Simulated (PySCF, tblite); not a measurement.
# C₁₄H₉B: excited states

Wanted: excited states for C₁₄H₉B (`C#Cc1cccc2c1-c1ccccc1B2`).

Computed with tblite 0.8.0 and PySCF 2.14.0 and routines of our own; the level stands in each step. Atoms count from 0.

## Step 1: The starting structure

24 atoms, charge 0, multiplicity 1; geometry from: force field or distance geometry start.

## Step 2: Geometry optimisation with GFN2-xTB

The job: settings as JSON, then the geometry in Å.

```
{"job": {"kind": "relax", "xc": "GFN2-xTB", "basis": "xTB"}, "charge": 0, "multiplicity": 1}
C     -1.260900     3.472200    -0.308700
C     -1.459300     2.295100    -0.185200
C     -1.694200     0.877500    -0.013300
C     -3.036500     0.446100     0.081500
C     -3.330000    -0.928500     0.253700
C     -2.301500    -1.871700     0.295600
C     -0.979800    -1.423700     0.188200
C     -0.664500    -0.073500     0.041100
C      0.802600     0.071000    -0.044600
C      1.572200     1.228200    -0.197600
C      2.971100     1.101700    -0.253900
C      3.577500    -0.163600    -0.145800
C      2.790900    -1.309700     0.018600
C      1.414000    -1.170500     0.053900
B      0.322600    -2.260800     0.222900
H     -1.108900     4.515200    -0.411700
H     -3.850800     1.153700     0.055900
H     -4.359700    -1.256300     0.326900
H     -2.520200    -2.920400     0.424400
H      1.142700     2.210600    -0.278400
H      3.585700     1.992500    -0.368200
H      4.658400    -0.242800    -0.186200
H      3.264600    -2.278700     0.102300
H      0.452200    -3.444200     0.336300
```

The run is started by

```bash
$ OMP_NUM_THREADS=1 python excited_run.py task.json out
```

This one command runs all jobs of the session in turn.

The program printed:

```text
step      E/eV     max force
  0    -971.36073    1.661
  1    -971.45413    2.073
  2    -971.45384    2.609
  3    -971.49141    0.317
  4    -971.49766    0.288
  5    -971.50676    0.276
  6    -971.51080    0.134
  7    -971.51293    0.122
  8    -971.51534    0.102
  9    -971.51820    0.116
 10    -971.52114    0.122
 11    -971.52330    0.088
 12    -971.52487    0.082
 13    -971.52634    0.106
 14    -971.52798    0.101
 15    -971.52954    0.082
 16    -971.53066    0.065
 17    -971.53138    0.059
 18    -971.53187    0.056
 19    -971.53222    0.041
 20    -971.53242    0.028
 21    -971.53255    0.022
 22    -971.53263    0.019
 23    -971.53269    0.013
 24    -971.53272    0.011
 25    -971.53273    0.009
```

Wall time 0.33 s (1 thread of Arm Neoverse V1, shared host).

The steps of the relaxation:

```tsv
step	energy from step 0 (eV)	largest force (eV/Å)
0	0.0000	1.6608
1	-0.0934	2.0726
2	-0.0931	2.6090
3	-0.1307	0.3174
4	-0.1369	0.2885
5	-0.1460	0.2757
6	-0.1501	0.1344
7	-0.1522	0.1221
8	-0.1546	0.1017
9	-0.1575	0.1165
10	-0.1604	0.1217
11	-0.1626	0.0877
12	-0.1641	0.0821
13	-0.1656	0.1059
14	-0.1672	0.1015
15	-0.1688	0.0821
16	-0.1699	0.0655
17	-0.1707	0.0585
18	-0.1711	0.0561
19	-0.1715	0.0408
20	-0.1717	0.0281
21	-0.1718	0.0217
22	-0.1719	0.0193
23	-0.1720	0.0135
24	-0.1720	0.0114
25	-0.1720	0.0091
```

Distances of close pairs at the start and the end, largest changes first:

```tsv
bond	before (Å)	after (Å)	change (Å)
C3–C4	1.416	1.377	-0.039
C1–C2	1.447	1.415	-0.032
B14–H23	1.196	1.165	-0.030
C8–C13	1.387	1.417	+0.030
C10–C11	1.407	1.382	-0.025
C6–C7	1.394	1.416	+0.022
C8–C9	1.398	1.380	-0.018
C5–C6	1.400	1.384	-0.016
```

The final coordinates are the input of the step that follows.

## Step 3: Vibrational analysis with GFN2-xTB

The job: settings as JSON, then the geometry in Å.

```
{"job": {"kind": "ir", "xc": "GFN2-xTB", "basis": "xTB"}, "charge": 0, "multiplicity": 1}
C     -1.284762     3.435355    -0.299730
C     -1.401322     2.246602    -0.170947
C     -1.653642     0.862572    -0.016019
C     -2.994234     0.451503     0.087014
C     -3.320083    -0.877564     0.241159
C     -2.317944    -1.843420     0.297636
C     -0.988330    -1.471925     0.198371
C     -0.656138    -0.104437     0.040458
C      0.803727     0.050396    -0.041061
C      1.550785     1.200389    -0.195858
C      2.938899     1.101147    -0.247162
C      3.566717    -0.126185    -0.145565
C      2.813482    -1.285292     0.009320
C      1.431248    -1.215808     0.063801
B      0.330992    -2.301639     0.225777
H     -1.138859     4.468102    -0.413743
H     -3.769792     1.203179     0.041835
H     -4.357640    -1.169090     0.319100
H     -2.581695    -2.884561     0.418588
H      1.074649     2.165066    -0.276792
H      3.529984     1.997980    -0.368367
H      4.645037    -0.184930    -0.187328
H      3.309259    -2.243127     0.087696
H      0.457929    -3.454549     0.339373
```

The program printed:

```text
mode    cm-1     km/mol
  1      54.9      0.11
  2      89.6      0.31
  3     123.4      0.05
  4     140.2      0.39
  5     202.8      0.16
  6     215.6      0.09
  7     237.8      0.04
  8     324.7      0.12
  9     367.5      0.08
 10     380.9      0.04
 11     391.8      0.01
 12     416.9      1.26
 13     498.6      0.09
 14     503.5      7.45
 15     516.1      1.54
 16     525.6      3.61
 17     525.8      0.66
 18     587.0      1.97
 19     631.7      1.38
 20     660.8     15.29
 21     665.4     33.66
 22     685.0      2.26
 23     710.6     42.53
 24     724.2     61.28
 25     756.9      1.05
 26     778.3      0.97
 27     798.1      2.91
 28     802.9      4.70
 29     881.6      0.61
 30     901.2      0.61
 31     915.6      0.03
 32     922.4      6.45
 33     923.4      0.04
 34     928.5      0.04
 35     972.2     21.48
 36    1017.3     24.25
 37    1083.7      1.94
 38    1097.0     18.72
 39    1121.8      4.52
 40    1174.6     16.45
 41    1184.8      2.38
 42    1190.9      9.31
 43    1210.1     38.82
 44    1224.7      3.97
 45    1233.4     11.55
 46    1261.0      7.88
 47    1300.9      7.05
 48    1358.8      1.17
 49    1392.7      2.63
 50    1428.8      5.42
 51    1443.9     10.59
 52    1457.5      6.76
 53    1559.9     19.10
 54    1574.3     20.86
 55    1578.6     10.62
 56    1588.2     36.82
 57    2248.7      0.26
 58    2686.6    182.82
 59    3063.8      7.96
 60    3068.5      2.01
 61    3070.1     46.99
 62    3075.6     51.22
 63    3081.8    115.78
 64    3085.6     66.45
 65    3107.0     17.67
 66    3393.2      3.13
```

Wall time 1.6 s (1 thread of Arm Neoverse V1, shared host).

Which atoms move in the most intense modes:

```tsv
cm⁻¹	km/mol	atoms
711	42.5	C7 21 %, C6 17 %, C2 11 %
724	61.3	C13 23 %, C8 19 %, B14 15 %, H23 14 %
1210	38.8	C6 29 %, H18 13 %, C7 13 %
2687	182.8	H23 91 %
3070	47.0	H20 55 %, H22 26 %, H21 11 %
3076	51.2	H18 45 %, H16 43 %
3082	115.8	H21 51 %, H20 27 %, H22 11 %
3086	66.5	H17 42 %, H16 34 %, H18 14 %
```

## Step 4: Excited states: TDA LC-wPBE/def2-SVP

The job, as its differences from that of step 3:

```diff
@@ -1,2 +1,2 @@
-{"job": {"kind": "ir", "xc": "GFN2-xTB", "basis": "xTB"}, "charge": 0, "multiplicity": 1}
+{"job": {"kind": "states", "xc": "LC-wPBE", "basis": "def2-SVP", "tda": true, "soc": true, "nstates": 6, "ntriplets": 5, "nquad": 4}, "charge": 0, "multiplicity": 1}
 C     -1.284762     3.435355    -0.299730
```

Level: TDA LC-wPBE/def2-SVP excited states, vertical, gas phase, spin-orbit mean-field couplings.

The program printed:

```text
coarse grid: 21872 points
cycle   1  E = -562.6811638474  dE =  4.124e+00  |g| = 4.150e-01  |ddm| = 6.915e+00
cycle   2  E = -562.7356954682  dE = -5.453e-02  |g| = 2.192e-01  |ddm| = 1.255e+00
cycle   3  E = -562.7453076216  dE = -9.612e-03  |g| = 1.143e-01  |ddm| = 4.319e-01
cycle   4  E = -562.7486245053  dE = -3.317e-03  |g| = 3.767e-02  |ddm| = 1.951e-01
cycle   5  E = -562.7489796579  dE = -3.552e-04  |g| = 8.074e-03  |ddm| = 4.822e-02
cycle   6  E = -562.7489992242  dE = -1.957e-05  |g| = 2.500e-03  |ddm| = 1.481e-02
cycle   7  E = -562.7490025180  dE = -3.294e-06  |g| = 1.246e-03  |ddm| = 5.227e-03
final grid: 216472 points
cycle   8  E = -562.8528666068  dE = -4.264e-05  |g| = 3.735e-03  |ddm| = 4.505e-02
cycle   9  E = -562.8528692874  dE = -2.681e-06  |g| = 2.384e-03  |ddm| = 1.113e-02
cycle  10  E = -562.8528706292  dE = -1.342e-06  |g| = 4.704e-04  |ddm| = 3.117e-03
cycle  11  E = -562.8528706829  dE = -5.366e-08  |g| = 2.609e-04  |ddm| = 9.730e-04
cycle  12  E = -562.8528707043  dE = -2.146e-08  |g| = 5.890e-05  |ddm| = 4.390e-04
cycle  13  E = -562.8528707062  dE = -1.850e-09  |g| = 2.652e-05  |ddm| = 1.285e-04
cycle  14  E = -562.8528707068  dE = -5.878e-10  |g| = 1.618e-05  |ddm| = 6.386e-05
converged SCF energy = -562.8528707068

Singlet excitations
state   eV       nm        f     d(h-e)  d(exc)  Lambda  PR(NTO)  |dmu|/D   mu/D   main configurations
  1   3.4584   358.5   0.00330   0.855   3.408   0.628   1.060    2.765    3.239   H->L 0.88
  2   4.4807   276.7   0.02114   0.391   3.524   0.647   1.941    1.243    1.689   H-1->L 0.52, H->L+1 0.25
  3   5.0352   246.2   0.01954   0.611   3.206   0.663   1.877    1.621    1.959   H-2->L 0.60, H->L+2 0.17
  4   5.0783   244.1   0.00000   0.106   2.865   0.461   1.051    0.780    1.211   H-5->L 0.69, H-3->L 0.21
  5   5.4600   227.1   0.76037   0.271   3.517   0.720   1.600                     H->L+1 0.60, H-1->L 0.17, H-1->L+1 0.09
  6   5.5889   221.8   0.00011   0.430   2.800   0.511   1.068                     H-6->L 0.85

Triplet excitations (Tamm-Dancoff)
state   eV     d(h-e)  d(exc)  Lambda  PR(NTO)   main configurations
  1   2.5233   0.351   3.088   0.649   1.328   H->L 0.68, H-1->L 0.12
  2   3.6205   0.403   2.945   0.709   1.832   H-1->L+1 0.22, H-1->L+2 0.13, H->L+1 0.12
  3   3.7303   0.595   3.286   0.636   1.616   H-1->L 0.51, H-2->L 0.15, H->L+1 0.13
  4   3.8060   0.360   3.101   0.715   2.274   H->L+1 0.38, H-2->L 0.26
  5   4.2745   0.315   3.076   0.703   2.031   H-2->L 0.24, H-4->L 0.15, H->L+3 0.13
S1 - T1 = 0.9351 eV

Spin-orbit couplings |<S|Hso|T>| (cm-1)
             T1       T2       T3       T4       T5
S0        0.014    0.013    0.011    0.019    0.015
S1        0.001    0.010    0.006    0.025    0.027
S2        0.004    0.025    0.004    0.006    0.015
S3        0.014    0.010    0.005    0.024    0.007
S4        1.604    0.064    1.435    0.198    1.148
S5        0.006    0.024    0.013    0.009    0.012
S6        1.355    0.765    0.207    0.847    1.774
T1 sublevels (cm-1): 0.000 0.000 0.000   radiative rates (1/s): 6.47e-06 3.52e-05 1.47e-05
```

It took 2.9 min on 1 thread of Arm Neoverse V1, shared host; peak memory 1.3 GiB.

In short:

```tsv
quantity	value
S1 less T1	0.94 eV
```

The fields below are evaluated on a grid from the run's orbitals.

Frontier orbitals at LC-wPBE/def2-SVP, with the share of their density that lies nearest to each atom:

```tsv
orbital	energy (eV)	lies on
HOMO	-8.75	4 C atoms about 12 % each; C2, C13 about 9 % each; C6, C9 about 6 % each
LUMO	-0.54	B14 30 %; 5 C atoms about 7 % each; C3 6 %
```

ELF in a plane through or near 24 of the atoms.

Values, 10 rows by 14 columns:
```
0.00 0.00 0.00 0.00 0.00 0.00 0.00 0.00 0.00 0.00 0.00 0.00 0.00 0.00
0.00 0.00 0.00 0.00 0.00 0.00 0.00 0.00 0.00 0.00 0.00 0.00 0.00 0.00
0.00 0.00 0.00 0.00 0.00 0.11 1.00 0.98 0.00 0.83 0.23 0.00 0.00 0.00
0.00 0.00 0.00 0.98 0.98 0.06 0.47 0.53 0.18 0.99 0.37 0.03 0.00 0.00
0.00 0.00 0.51 0.18 0.51 0.56 0.58 0.52 0.37 0.74 0.29 1.00 0.59 0.00
0.00 0.01 0.96 0.60 0.79 0.38 0.38 0.64 0.78 0.71 0.47 0.19 0.00 0.00
0.00 0.00 0.01 0.98 0.82 0.61 0.98 0.26 0.37 0.19 0.80 0.97 0.00 0.00
0.00 0.00 0.00 0.32 0.05 0.05 0.06 0.65 0.79 0.70 0.04 0.00 0.00 0.00
0.00 0.00 0.00 0.00 0.00 0.00 0.00 0.85 0.99 0.10 0.00 0.00 0.00 0.00
0.00 0.00 0.00 0.00 0.00 0.00 0.00 0.00 0.00 0.00 0.00 0.00 0.00 0.00
```
The map spans 14.5 Å across and 14.2 Å up, centred on the molecule. Atoms in the plane (x, y in Å): C0 (1.3, -3.4), C1 (1.4, -2.3), C2 (1.7, -0.9), C3 (3.0, -0.4), C4 (3.3, 0.9), C5 (2.3, 1.9), C6 (1.0, 1.5), C7 (0.7, 0.1), C8 (-0.8, -0.1), C9 (-1.6, -1.2), C10 (-2.9, -1.1), C11 (-3.6, 0.1), C12 (-2.8, 1.3), C13 (-1.4, 1.2), B14 (-0.3, 2.3), H15 (1.1, -4.5), H16 (3.8, -1.2), H17 (4.4, 1.2), H18 (2.6, 2.9), H19 (-1.1, -2.2), H20 (-3.5, -2.0), H21 (-4.6, 0.2), H22 (-3.3, 2.2), H23 (-0.5, 3.5).

log10 of the density (e/Å³) in the same plane.

Ten even steps from '0' (-4.0) to '9' (2.0):
```
0000000000000000000000000000
0000000000000000000000000000
0000000000000000000000000000
0000000000122221100000000000
0000001111245543233321000000
0000023333356654355542100000
0000134655456765567653321000
0001235666666667679655542100
0012445697786567766777653100
0024566766677667656676542000
0013566766677667767865431000
0002345697786556676666531000
0000245766676556765454420000
0000234544455456765432210000
0000022322333456865421000000
0000000000012356764320000000
0000000000001245543200000000
0000000000000123321000000000
0000000000000001100000000000
0000000000000000000000000000
```
The map spans 14.5 Å across and 14.2 Å up, centred on the molecule. Atoms in the plane (x, y in Å): C0 (1.3, -3.4), C1 (1.4, -2.3), C2 (1.7, -0.9), C3 (3.0, -0.4), C4 (3.3, 0.9), C5 (2.3, 1.9), C6 (1.0, 1.5), C7 (0.7, 0.1), C8 (-0.8, -0.1), C9 (-1.6, -1.2), C10 (-2.9, -1.1), C11 (-3.6, 0.1), C12 (-2.8, 1.3), C13 (-1.4, 1.2), B14 (-0.3, 2.3), H15 (1.1, -4.5), H16 (3.8, -1.2), H17 (4.4, 1.2), H18 (2.6, 2.9), H19 (-1.1, -2.2), H20 (-3.5, -2.0), H21 (-4.6, 0.2), H22 (-3.3, 2.2), H23 (-0.5, 3.5).

On the surface of density 0.002 e/bohr³ the electrostatic potential runs, from the 1st to the 99th percentile, from -0.74 V near C0 to 1.28 V near H15.

## Step 5: What came out

```
                                                                  quantity                  value
                                 strongest single infrared mode (GFN2-xTB)  2687 cm⁻¹, 183 km/mol
                                              zero-point energy (GFN2-xTB)         110.3 kcal/mol
                                 S1 less T1 (step 4, TDA LC-wPBE/def2-SVP)                0.94 eV
potential on the surface of density 0.002 e/bohr³, 1st and 99th percentile     -0.74 V and 1.28 V
```

All 66 modes are real, so the xTB geometry is a minimum. The strongest single mode, at 2687 cm⁻¹, moves mainly H23. Unscaled tight-binding wavenumbers are off by several per cent, some by more. Its intensities can rank the bands wrongly. In step 4, the number of triplets below S1 is 1, and the largest singlet-triplet spin-orbit coupling is S6–T5, 1.77 cm⁻¹. At LC-wPBE/def2-SVP, counted by nearest atom on the grid, the HOMO lies on 4 C atoms about 12 % each; C2, C13 about 9 % each, the LUMO on B14 30 %; 5 C atoms about 7 % each.
